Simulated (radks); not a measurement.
# Ionisation of Ta: one atom, several choices of relativity, part 2 of 2

Aim: the ionisation energy of Ta ([Xe] 4f14 5d3 6s2) to Ta⁺ ([Xe] 4f14 5d3 6s1) for each choice of relativity, and which comes nearest the tabulated value.

The radial solver radks; Kohn-Sham, PBE, spin-unpolarised, spherical densities. In the logs a row gives level, spin channel, occupation and eigenvalue; Etot, Ekin, Encl (electron-nucleus), Eh (Hartree) and Exc are energies, all in hartree; err is the last residual, it the number of iterations. Earlier steps stand in the parts before.

### 12 Dirac, 2j+1 shares, finite nucleus: Ta

Input:

```text
Z 73
configuration [Xe] 4f14 5d3 6s2 6p0 7s0
relativity Dirac
functional pbe,pbe
spin unpolarised
j_filling average
nucleus finite rms 5.3507 fm
c 137.035999084
```

Output:

```text
1s1/2   1   2.0000       -2471.54404427
2s1/2   1   2.0000        -424.37611504
2p1/2   1   2.0000        -405.64964724
2p3/2   1   4.0000        -358.97301731
3s1/2   1   2.0000         -97.21192890
3p1/2   1   2.0000         -88.87153911
3p3/2   1   4.0000         -78.82294028
3d3/2   1   4.0000         -64.71375308
3d5/2   1   6.0000         -62.52494368
4s1/2   1   2.0000         -19.81808303
4p1/2   1   2.0000         -16.37653502
4p3/2   1   4.0000         -14.06306685
4d3/2   1   4.0000          -8.40225872
4d5/2   1   6.0000          -7.97724295
4f5/2   1   6.0000          -0.94605058
4f7/2   1   8.0000          -0.87321987
5s1/2   1   2.0000          -2.67549443
5p1/2   1   2.0000          -1.67905946
5p3/2   1   4.0000          -1.35759048
5d3/2   1   1.2000          -0.14529030
5d5/2   1   1.8000          -0.12381952
6s1/2   1   2.0000          -0.20006353
6p1/2   1   0.0000          -0.06304491
6p3/2   1   0.0000          -0.04705336
7s1/2   1   0.0000          -0.00335562
Etot -15623.600424297652
Ekin 17531.033362228794
Encl -38960.52265133741
Eh 6123.187659787475
Exc -317.2987949765147
err 1.3438565475034507e-08
it 15
```

Highest occupied level: 5d5/2 at -3.369 eV.

### 13 Dirac, 2j+1 shares, finite nucleus: Ta⁺

Settings, as their differences from step 12:

```diff
@@ -1,3 +1,3 @@
 Z 73
-configuration [Xe] 4f14 5d3 6s2 6p0 7s0
+configuration [Xe] 4f14 5d3 6s1
 relativity Dirac
```

Output:

```text
1s1/2   1   2.0000       -2471.81071722
2s1/2   1   2.0000        -424.64072708
2p1/2   1   2.0000        -405.91442904
2p3/2   1   4.0000        -359.23766172
3s1/2   1   2.0000         -97.47657599
3p1/2   1   2.0000         -89.13619336
3p3/2   1   4.0000         -79.08758996
3d3/2   1   4.0000         -64.97828881
3d5/2   1   6.0000         -62.78948476
4s1/2   1   2.0000         -20.08277336
4p1/2   1   2.0000         -16.64120663
4p3/2   1   4.0000         -14.32770344
4d3/2   1   4.0000          -8.66679088
4d5/2   1   6.0000          -8.24175426
4f5/2   1   6.0000          -1.21045999
4f7/2   1   8.0000          -1.13762544
5s1/2   1   2.0000          -2.93993709
5p1/2   1   2.0000          -1.94400005
5p3/2   1   4.0000          -1.62282393
5d3/2   1   1.2000          -0.39960803
5d5/2   1   1.8000          -0.37612019
6s1/2   1   1.0000          -0.42687707
Etot -15623.289177866665
Ekin 17530.638997573536
Encl -38940.84186810215
Eh 6104.038121371701
Exc -317.1244287097519
err 2.9167310921975776e-09
it 16
```

Δ-SCF with Dirac, 2j+1 shares, finite nucleus: 8.469 eV.

### 14 Dirac, c × 0.85: Ta

Input:

```text
Z 73
configuration [Xe] 4f14 5d3 6s2 6p0 7s0
relativity Dirac
functional pbe,pbe
spin unpolarised
j_filling average
nucleus point
c 116.4806
```

Output:

```text
1s1/2   1   2.0000       -2568.08932620
2s1/2   1   2.0000        -450.29483573
2p1/2   1   2.0000        -429.72916550
2p3/2   1   4.0000        -359.28792724
3s1/2   1   2.0000        -103.46781500
3p1/2   1   2.0000         -94.52483391
3p3/2   1   4.0000         -79.28005200
3d3/2   1   4.0000         -64.94032960
3d5/2   1   6.0000         -61.90022553
4s1/2   1   2.0000         -21.38224141
4p1/2   1   2.0000         -17.71452291
4p3/2   1   4.0000         -14.17569290
4d3/2   1   4.0000          -8.44377984
4d5/2   1   6.0000          -7.85124784
4f5/2   1   6.0000          -0.84901432
4f7/2   1   8.0000          -0.75158896
5s1/2   1   2.0000          -2.92189425
5p1/2   1   2.0000          -1.84746226
5p3/2   1   4.0000          -1.35067048
5d3/2   1   1.2000          -0.13350534
5d5/2   1   1.8000          -0.10503720
6s1/2   1   2.0000          -0.21854372
6p1/2   1   0.0000          -0.06853238
6p3/2   1   0.0000          -0.04399794
7s1/2   1   0.0000          -0.00444383
Etot -16023.21453707296
Ekin 19105.22427554785
Encl -41005.33632633503
Eh 6203.201976814456
Exc -326.3044631002341
err 1.3629132702980156e-08
it 15
```

5d5/2 is the highest filled level (-2.858 eV).

### 15 Dirac, c × 0.85: Ta⁺

Input:

```text
Z 73
configuration [Xe] 4f14 5d3 6s1
relativity Dirac
functional pbe,pbe
spin unpolarised
j_filling average
nucleus point
c 116.4806
```

Output:

```text
1s1/2   1   2.0000       -2568.36226351
2s1/2   1   2.0000        -450.56520995
2p1/2   1   2.0000        -429.99978192
2p3/2   1   4.0000        -359.55828481
3s1/2   1   2.0000        -103.73813954
3p1/2   1   2.0000         -94.79516802
3p3/2   1   4.0000         -79.55037514
3d3/2   1   4.0000         -65.21051817
3d5/2   1   6.0000         -62.17042157
4s1/2   1   2.0000         -21.65261789
4p1/2   1   2.0000         -17.98488265
4p3/2   1   4.0000         -14.44600602
4d3/2   1   4.0000          -8.71397032
4d5/2   1   6.0000          -8.12140567
4f5/2   1   6.0000          -1.11907151
4f7/2   1   8.0000          -1.02164036
5s1/2   1   2.0000          -3.19185236
5p1/2   1   2.0000          -2.11796270
5p3/2   1   4.0000          -1.62164569
5d3/2   1   1.2000          -0.39215906
5d5/2   1   1.8000          -0.36053241
6s1/2   1   1.0000          -0.45320315
Etot -16022.881091162568
Ekin 19104.73090116816
Encl -40985.12926737363
Eh 6183.641333466461
Exc -326.1240584235587
err 8.353243996837017e-09
it 15
```

Dirac, c × 0.85 gives an ionisation energy of 9.074 eV.

### 16 Dirac, c × 2: Ta

Input:

```text
Z 73
configuration [Xe] 4f14 5d3 6s2 6p0 7s0
relativity Dirac
functional pbe,pbe
spin unpolarised
j_filling average
nucleus point
c 274.072
```

Output:

```text
1s1/2   1   2.0000       -2320.30641450
2s1/2   1   2.0000        -384.28134087
2p1/2   1   2.0000        -367.91419564
2p3/2   1   4.0000        -357.83188210
3s1/2   1   2.0000         -87.45876631
3p1/2   1   2.0000         -79.96522516
3p3/2   1   4.0000         -77.81689119
3d3/2   1   4.0000         -64.15317742
3d5/2   1   6.0000         -63.61139381
4s1/2   1   2.0000         -17.41823332
4p1/2   1   2.0000         -14.31209369
4p3/2   1   4.0000         -13.82519028
4d3/2   1   4.0000          -8.30568073
4d5/2   1   6.0000          -8.20125048
4f5/2   1   6.0000          -1.12956090
4f7/2   1   8.0000          -1.11025764
5s1/2   1   2.0000          -2.31457492
5p1/2   1   2.0000          -1.43440223
5p3/2   1   4.0000          -1.36765746
5d3/2   1   1.2000          -0.16780722
5d5/2   1   1.8000          -0.16205636
6s1/2   1   2.0000          -0.17508235
6p1/2   1   0.0000          -0.05657335
6p3/2   1   0.0000          -0.05320092
7s1/2   1   0.0000          -0.00280356
Etot -14986.771477968408
Ekin 15362.186054688202
Encl -36034.73172313903
Eh 5989.391895541918
Exc -303.61770505949363
err 1.2955663341127483e-08
it 15
```

Highest occupied level: 5d5/2 at -4.410 eV.

### 17 Dirac, c × 2: Ta⁺

Input:

```text
Z 73
configuration [Xe] 4f14 5d3 6s1
relativity Dirac
functional pbe,pbe
spin unpolarised
j_filling average
nucleus point
c 274.072
```

Output:

```text
1s1/2   1   2.0000       -2320.56250570
2s1/2   1   2.0000        -384.53603873
2p1/2   1   2.0000        -368.16897921
2p3/2   1   4.0000        -358.08664579
3s1/2   1   2.0000         -87.71355537
3p1/2   1   2.0000         -80.22001927
3p3/2   1   4.0000         -78.07168481
3d3/2   1   4.0000         -64.40789058
3d5/2   1   6.0000         -63.86610808
4s1/2   1   2.0000         -17.67305107
4p1/2   1   2.0000         -14.56689166
4p3/2   1   4.0000         -14.07998015
4d3/2   1   4.0000          -8.56039465
4d5/2   1   6.0000          -8.45596048
4f5/2   1   6.0000          -1.38417126
4f7/2   1   8.0000          -1.36486691
5s1/2   1   2.0000          -2.56937211
5p1/2   1   2.0000          -1.68953742
5p3/2   1   4.0000          -1.62283534
5d3/2   1   1.2000          -0.41407597
5d5/2   1   1.8000          -0.40792514
6s1/2   1   1.0000          -0.38848298
Etot -14986.491724789672
Ekin 15361.906803372538
Encl -36015.90292191907
Eh 5970.957552161185
Exc -303.4531584043235
err 5.703358369461964e-09
it 16
```

Δ-SCF with Dirac, c × 2: 7.612 eV.

### 18 Dirac, c × 3: Ta

Input:

```text
Z 73
configuration [Xe] 4f14 5d3 6s2 6p0 7s0
relativity Dirac
functional pbe,pbe
spin unpolarised
j_filling average
nucleus point
c 411.108
```

Output:

```text
1s1/2   1   2.0000       -2295.91827201
2s1/2   1   2.0000        -377.93184340
2p1/2   1   2.0000        -361.93913378
2p3/2   1   4.0000        -357.56678012
3s1/2   1   2.0000         -85.90754605
3p1/2   1   2.0000         -78.55017967
3p3/2   1   4.0000         -77.62029610
3d3/2   1   4.0000         -64.03765597
3d5/2   1   6.0000         -63.79738480
4s1/2   1   2.0000         -17.04202364
4p1/2   1   2.0000         -13.99007025
4p3/2   1   4.0000         -13.77991773
4d3/2   1   4.0000          -8.28653832
4d5/2   1   6.0000          -8.24028832
4f5/2   1   6.0000          -1.16291308
4f7/2   1   8.0000          -1.15424859
5s1/2   1   2.0000          -2.25989182
5p1/2   1   2.0000          -1.39795895
5p3/2   1   4.0000          -1.36920237
5d3/2   1   1.2000          -0.17192887
5d5/2   1   1.8000          -0.16934459
6s1/2   1   2.0000          -0.17153430
6p1/2   1   0.0000          -0.05579240
6p3/2   1   0.0000          -0.05433467
7s1/2   1   0.0000          -0.00280576
Etot -14883.409476743069
Ekin 15041.73945622372
Encl -35590.69379026619
Eh 5967.012618244718
Exc -301.4677609453191
err 4.477101314126323e-09
it 16
```

Highest occupied level: 5d5/2 at -4.608 eV.

### 19 Dirac, c × 3: Ta⁺

Input:

```text
Z 73
configuration [Xe] 4f14 5d3 6s1
relativity Dirac
functional pbe,pbe
spin unpolarised
j_filling average
nucleus point
c 411.108
```

Output:

```text
1s1/2   1   2.0000       -2296.17258715
2s1/2   1   2.0000        -378.18485875
2p1/2   1   2.0000        -362.19222460
2p3/2   1   4.0000        -357.81986291
3s1/2   1   2.0000         -86.16065494
3p1/2   1   2.0000         -78.80329335
3p3/2   1   4.0000         -77.87340958
3d3/2   1   4.0000         -64.29069425
3d5/2   1   6.0000         -64.05042355
4s1/2   1   2.0000         -17.29515859
4p1/2   1   2.0000         -14.24318544
4p3/2   1   4.0000         -14.03302941
4d3/2   1   4.0000          -8.53957832
4d5/2   1   6.0000          -8.49332667
4f5/2   1   6.0000          -1.41585242
4f7/2   1   8.0000          -1.40718744
5s1/2   1   2.0000          -2.51302738
5p1/2   1   2.0000          -1.65139524
5p3/2   1   4.0000          -1.62265508
5d3/2   1   1.2000          -0.41677201
5d5/2   1   1.8000          -0.41401732
6s1/2   1   1.0000          -0.38268441
Etot -14883.134376033975
Ekin 15041.474797911096
Encl -35572.00478441604
Eh 5948.700407657866
Exc -301.3047971868965
err 1.0053321514846773e-08
it 15
```

Δ-SCF with Dirac, c × 3: 7.486 eV.

### 20 Summary of results

The summary covers parts 1 to 2.

```
                         relativity  E(Ta) (hartree)  Δ-SCF (eV)  −ε(HOMO) (eV)  <r> HOMO (bohr)  error (eV)
                   non-relativistic      -14803.4826       7.390          4.596            3.638       -0.16
                scalar-relativistic      -15604.5594       8.468          3.591            2.257       +0.92
                 Dirac, 2j+1 shares      -15625.8957       8.472          3.367            2.307       +0.92
                 Dirac, low j first      -15625.9339       8.371          3.738            2.219       +0.82
scalar-relativistic, finite nucleus      -15602.2844       8.465          3.593            2.257       +0.92
 Dirac, 2j+1 shares, finite nucleus      -15623.6004       8.469          3.369            2.306       +0.92
                    Dirac, c × 0.85      -16023.2145       9.074          2.858            2.392       +1.52
                       Dirac, c × 2      -14986.7715       7.612          4.410            2.172       +0.06
                       Dirac, c × 3      -14883.4095       7.486          4.608            2.151       -0.06
```

In words: The NIST Atomic Spectra Database lists 7.550 eV (measured). The smallest miss is that of non-relativistic (-0.16 eV), the largest that of Dirac, 2j+1 shares (+0.92 eV). A non-relativistic run comes nearest only by cancelling errors. Runs with a scaled speed of light are not ranked. The ionisation energies span 1.68 eV, the total energies of Ta 33191 eV (scaled speeds of light included): most of the change in the total cancels in the difference. From the non-relativistic level to Dirac, 2j+1 shares, finite nucleus the 1s level goes from -61963 to -67254 eV and the ionisation energy moves by +1.08 eV. Levels marked c × scale the speed of light and are no model of nature. Spin polarisation and multiplet splitting of open shells are left out at every level. The highest level changes shell from one choice to another, so −ε(HOMO) and Δ-SCF need not concern the same electron.
